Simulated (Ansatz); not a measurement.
# HfIn4SiO6 (Cm) in Ansatz: equation of state, part 2 of 2

Ansatz 0.2.0. The steps go on from the part before.

## Step 5: Single point, PBE, 18.94 Å³/atom

Contents of input.yaml:

```yaml
crystal:
  lattice:
    - [3.23023, -5.57768, -0.0247]
    - [3.23023, 5.57768, -0.0247]
    - [-1.49068, 0.0, 6.3203]
  atoms:
    - { symbol: Hf, position: [0.10178, 0.10178, 0.00912] }
    - { symbol: In, position: [0.79222, 0.48204, 0.00818] }
    - { symbol: In, position: [0.48204, 0.79222, 0.00818] }
    - { symbol: In, position: [0.54472, 0.21983, 0.48398] }
    - { symbol: In, position: [0.21983, 0.54472, 0.48398] }
    - { symbol: Si, position: [0.85433, 0.85433, 0.44523] }
    - { symbol: O, position: [0.835, 0.58822, 0.38104] }
    - { symbol: O, position: [0.58822, 0.835, 0.38104] }
    - { symbol: O, position: [0.02899, 0.02899, 0.295] }
    - { symbol: O, position: [0.9792, 0.9792, 0.69555] }
    - { symbol: O, position: [0.42852, 0.14514, 0.07435] }
    - { symbol: O, position: [0.14514, 0.42852, 0.07435] }
hamiltonian:
  xc: pbe
  pseudopotentials: { kind: paw }
kpoints:
  mp_grid: { grid: [5, 5, 4] }
scf:
  occupations: { method: fermi_dirac, width: 0.05 }
output:
  forces: true
  stress: true
  eigenvalues: true
```

Launch:

```
$ ansatz run input.yaml --threads 8 --pin off --max-ram 20480MiB --backend cpu --events-out ev --progress --plain --runs-dir out
```

Wall time 7.1 s (8 threads of Arm Neoverse V2, shared host); peak memory 1.2 GiB.

Results (log left out):

```yaml
Free_energy: -42159.7486 eV
Pressure: 0.0 GPa
Largest_force: 0.007 eV/Å
Band_gap_on_the_k_mesh: 0.64 eV, indirect (least direct gap 0.90 eV)
```

Caveat: odd divisions of the mesh miss points on the zone boundary, where band edges often lie, so the gap on the mesh can be too wide; the pressure holds a Pulay correction of +0.3 GPa for the finite cutoff; spin-orbit coupling is left out, which moves the levels of the heavy elements.

## Step 6: Single point, PBE, 19.32 Å³/atom (volume scaled by 1.02)

Changes to input.yaml since step 5:

```diff
@@ -2,5 +2,5 @@
   lattice:
-    - [3.23023, -5.57768, -0.0247]
-    - [3.23023, 5.57768, -0.0247]
-    - [-1.49068, 0.0, 6.3203]
+    - [3.2516228751, -5.6146193547, -0.0248635809]
+    - [3.2516228751, 5.6146193547, -0.0248635809]
+    - [-1.5005523407, 0.0, 6.3621575112]
   atoms:
```

Potentials or basis: Ansatz PAW.

Launch:

```
$ ansatz run input.yaml --threads 8 --pin off --max-ram 20480MiB --backend cpu --events-out ev --progress --plain --runs-dir out
```

The log of the run:

```text
Warning: RAYON_NUM_THREADS=8 ignored (pool sized by the plan → 8); use --threads N
Engine: ansatz 0.2.0, aarch64-unknown-linux-gnu
Pseudopotentials: kind: paw
Pseudopotential: Hf, paw, valence charge 26, recommended cutoff 420 eV (normal), Hf.paw.azcp
Pseudopotential: In, paw, valence charge 13, recommended cutoff 420 eV (normal), In.paw.azcp
Pseudopotential: Si, paw, valence charge 4, recommended cutoff 420 eV (normal), Si.paw.azcp
Pseudopotential: O, paw, valence charge 6, recommended cutoff 420 eV (normal), O.paw.azcp
Functional definition: PBE
  parameter kappa = 0.804
  parameter beta = 0.06672455060314922
  exchange = pbe_x(kappa = kappa, mu = beta*pi^2/3)
  correlation = pbe_c(beta = beta)
[... 47 lines left out ...]
  E_vpaw       = 19.093581  (= ΣTr[D̂ρ^β])
  E_aug_tail   = 0.014750  (compensation charges beyond the density's cutoff)
  E_ewald      = -9545.509788
  E_smearing   = -0.000063  (= −TS)
  E_closure    = 0.000000  (closes the sum)
  Σ components = -42159.724648   (vs F -42159.724648, Δ=0.00e0)
--- Forces (eV/Å), atoms counted from 1 ---
  atom   1  Hf     0.21295371     0.00000000     0.11855136
  atom   2  In    -0.02912429    -0.01063152     0.10194962
  atom   3  In    -0.02912429     0.01063152     0.10194962
  atom   4  In     0.03152214    -0.00236528    -0.07732753
  atom   5  In     0.03152214     0.00236528    -0.07732753
  atom   6  Si    -0.02994505     0.00000000    -0.05381701
  atom   7  O      0.13933478     0.23217467     0.05270048
  atom   8  O      0.13933478    -0.23217467     0.05270048
  atom   9  O     -0.11900421    -0.00000000    -0.05022948
  atom  10  O     -0.03870128     0.00000000    -0.03625580
  atom  11  O     -0.15438374     0.21205811    -0.06641702
  atom  12  O     -0.15438374    -0.21205811    -0.06641702
  max |Σ_I F_I| component: 6.02e-5 eV/Å
--- Stress (GPa, compression-positive) ---
       -1.432736       0.000000      -0.013074
        0.000000      -1.630380      -0.000000
       -0.013075      -0.000000      -1.913637
  P = ⅓ Tr σ = -1.6589 GPa (-16.589 kbar)
--- Band table (eV; the first three rows and the last of 33) ---
  k-point 0: bands = ["-54.7657", "-23.6358", "-23.6053", "-23.5869", "-12.4927", "-11.1749", "-11.0662", "-11.0512", "-10.5372", "-10.3214", "-6.5989", "-6.5695", "-6.5548", "-6.5412", "-6.5338", "-6.5257", "-6.5142", "-6.5047", "-6.4779", "-6.4736", "-6.4696", "-6.4650", "-6.4528", "-6.4506", "-6.4423", "-6.4156", "-6.4150", "-6.3471", "-6.3151", "-6.3086", "-4.6767", "-4.6745", "-4.6598", "-4.6379", "-4.6323", "-4.6062", "-4.6016", "-0.9411", "1.0277", "1.4052", "1.5926", "2.2362", "2.5132", "2.6331", "2.7127", "3.0539", "3.1311", "3.2308", "3.4672", "3.6666", "3.8001", "3.8344", "4.0032", "4.2337", "4.6757", "4.8437", "6.3991", "6.4800", "7.0864", "9.1792", "9.4329", "9.6392", "10.3634", "10.4537", "10.6484", "11.5848", "11.6608", "12.0987", "12.4227", "12.8434"]
  k-point 1: bands = ["-54.7657", "-23.6358", "-23.6053", "-23.5872", "-12.4164", "-11.3195", "-11.0508", "-11.0351", "-10.5223", "-10.3206", "-6.5945", "-6.5587", "-6.5448", "-6.5436", "-6.5366", "-6.5165", "-6.5140", "-6.5045", "-6.5023", "-6.4771", "-6.4717", "-6.4614", "-6.4587", "-6.4524", "-6.4238", "-6.4052", "-6.4029", "-6.3509", "-6.3376", "-6.3263", "-4.6767", "-4.6730", "-4.6590", "-4.6376", "-4.6323", "-4.6099", "-4.6015", "-0.6800", "0.7945", "1.4035", "1.5920", "1.9448", "2.3858", "2.6488", "2.7081", "3.0837", "3.2330", "3.2790", "3.5132", "3.6245", "3.8686", "3.8717", "4.2640", "4.3778", "4.6438", "4.9966", "6.1142", "6.3972", "7.2619", "9.0662", "9.5230", "9.5870", "10.2318", "10.2837", "10.9124", "11.3302", "11.4902", "12.0946", "12.1395", "12.7075"]
  k-point 2: bands = ["-54.7657", "-23.6358", "-23.6053", "-23.5875", "-12.3225", "-11.4593", "-11.0504", "-11.0234", "-10.5102", "-10.3199", "-6.5913", "-6.5515", "-6.5410", "-6.5398", "-6.5372", "-6.5175", "-6.5119", "-6.5109", "-6.4914", "-6.4839", "-6.4682", "-6.4660", "-6.4639", "-6.4427", "-6.4102", "-6.3951", "-6.3881", "-6.3751", "-6.3701", "-6.3351", "-4.6766", "-4.6716", "-4.6579", "-4.6372", "-4.6323", "-4.6136", "-4.6015", "-0.3059", "0.5564", "1.2610", "1.5886", "1.7015", "2.2894", "2.6764", "2.7360", "3.0851", "3.3143", "3.3173", "3.4805", "3.5431", "3.9055", "3.9311", "4.5016", "4.7986", "4.9352", "5.0349", "5.3976", "6.3999", "7.4406", "8.9688", "9.4443", "9.5812", "10.1503", "10.4578", "10.7532", "11.2104", "11.4443", "11.8284", "11.9028", "12.4233"]
  k-point 32: bands = ["-54.7657", "-23.6358", "-23.6054", "-23.5875", "-12.3116", "-11.4592", "-11.0715", "-11.0116", "-10.4953", "-10.3300", "-6.6045", "-6.5803", "-6.5456", "-6.5317", "-6.5169", "-6.5102", "-6.5045", "-6.4950", "-6.4881", "-6.4786", "-6.4726", "-6.4545", "-6.4516", "-6.4341", "-6.4177", "-6.4080", "-6.3984", "-6.3892", "-6.3798", "-6.3510", "-4.6761", "-4.6702", "-4.6578", "-4.6367", "-4.6336", "-4.6098", "-4.6018", "-0.1521", "0.5644", "1.4502", "1.4914", "1.6301", "1.9350", "2.1465", "2.2592", "2.8140", "3.5263", "3.5528", "3.6626", "3.9845", "4.1500", "4.2520", "4.5304", "4.6320", "4.8864", "5.5365", "5.9341", "5.9936", "6.7967", "9.1701", "9.5474", "9.8364", "10.0305", "10.2728", "11.2325", "11.5143", "11.5558", "11.8120", "11.9327", "12.6430"]
```

Run time: 7.4 s. Hardware: 8 threads of Arm Neoverse V2, shared host; peak memory 1.2 GiB.

Results:

| Property | Result |
| --- | --- |
| Free energy | -42159.7246 eV |
| Pressure | -1.7 GPa |
| Largest force | 0.276 eV/Å |
| Band gap on the k mesh | 0.70 eV, indirect (least direct gap 0.94 eV) |

Caveat: odd divisions of the mesh miss points on the zone boundary, where band edges often lie, so the gap on the mesh can be too wide; the pressure holds a Pulay correction of +0.3 GPa for the finite cutoff; spin-orbit coupling is left out, which moves the levels of the heavy elements.

## Step 7: Single point, PBE, 19.70 Å³/atom (volume scaled by 1.04)

Changes to input.yaml since step 6:

```diff
@@ -2,5 +2,5 @@
   lattice:
-    - [3.2516228751, -5.6146193547, -0.0248635809]
-    - [3.2516228751, 5.6146193547, -0.0248635809]
-    - [-1.5005523407, 0.0, 6.3621575112]
+    - [3.272737901, -5.6510789435, -0.0250250373]
+    - [3.272737901, 5.6510789435, -0.0250250373]
+    - [-1.5102964601, 0.0, 6.40347138]
   atoms:
@@ -29 +29,5 @@
   eigenvalues: true
+  write_density: true
+  write_potential: true
+  elf: true
+  volumetric_format: npy
```

Launch:

```
$ ansatz run input.yaml --threads 8 --pin off --max-ram 20480MiB --backend cpu --events-out ev --progress --plain --runs-dir out
```

Run time: 9.4 s. Hardware: 8 threads of Arm Neoverse V2, shared host; peak memory 1.2 GiB.

The run converged. Its results:

- Free energy: -42159.6561 eV
- Pressure: -3.1 GPa
- Largest force: 0.534 eV/Å
- Band gap on the k mesh: 0.75 eV, indirect (least direct gap 0.99 eV)

Caveat: odd divisions of the mesh miss points on the zone boundary, where band edges often lie, so the gap on the mesh can be too wide; the pressure holds a Pulay correction of +0.3 GPa for the finite cutoff; spin-orbit coupling is left out, which moves the levels of the heavy elements.

## Step 8: Single point, PBE, 20.08 Å³/atom (volume scaled by 1.06)

Changes to input.yaml since step 7:

```diff
@@ -2,5 +2,5 @@
   lattice:
-    - [3.272737901, -5.6510789435, -0.0250250373]
-    - [3.272737901, 5.6510789435, -0.0250250373]
-    - [-1.5102964601, 0.0, 6.40347138]
+    - [3.2935839274, -5.6870740474, -0.0251844367]
+    - [3.2935839274, 5.6870740474, -0.0251844367]
+    - [-1.5199164421, 0.0, 6.4442589216]
   atoms:
@@ -29,5 +29 @@
   eigenvalues: true
-  write_density: true
-  write_potential: true
-  elf: true
-  volumetric_format: npy
```

Launch:

```
$ ansatz run input.yaml --threads 8 --pin off --max-ram 20480MiB --backend cpu --events-out ev --progress --plain --runs-dir out
```

Wall time 6.9 s (8 threads of Arm Neoverse V2, shared host); peak memory 1.2 GiB.

It converged, with:

* Free energy: -42159.5477 eV
* Pressure: -4.5 GPa
* Largest force: 0.775 eV/Å
* Band gap on the k mesh: 0.80 eV, indirect (least direct gap 1.03 eV)

Caveat: odd divisions of the mesh miss points on the zone boundary, where band edges often lie, so the gap on the mesh can be too wide; the pressure holds a Pulay correction of +0.3 GPa for the finite cutoff; spin-orbit coupling is left out, which moves the levels of the heavy elements.

## Step 9: Equation of state, PBE

Potentials or basis: Ansatz PAW.

No new run: the results of the series are fitted here.

Results:

```
Equilibrium volume                        : 18.94 Å³/atom
Bulk modulus at fixed shape and positions : 87 GPa
Pressure derivative of the bulk modulus   : 4.2
```

Energy against volume, from the lowest point:
```csv
volume (Å³/atom),energy (meV/atom)
17.808,20.55
18.187,8.79
18.566,2.11
18.945,0.00
19.324,2.00
19.703,7.71
20.081,16.75
```

Caveat: the cell was scaled at fixed shape and fractional positions, which overstates the stiffness of a crystal with free parameters, most of all of layers and chains. The run has no spin-orbit coupling, so splittings on Hf are missing.
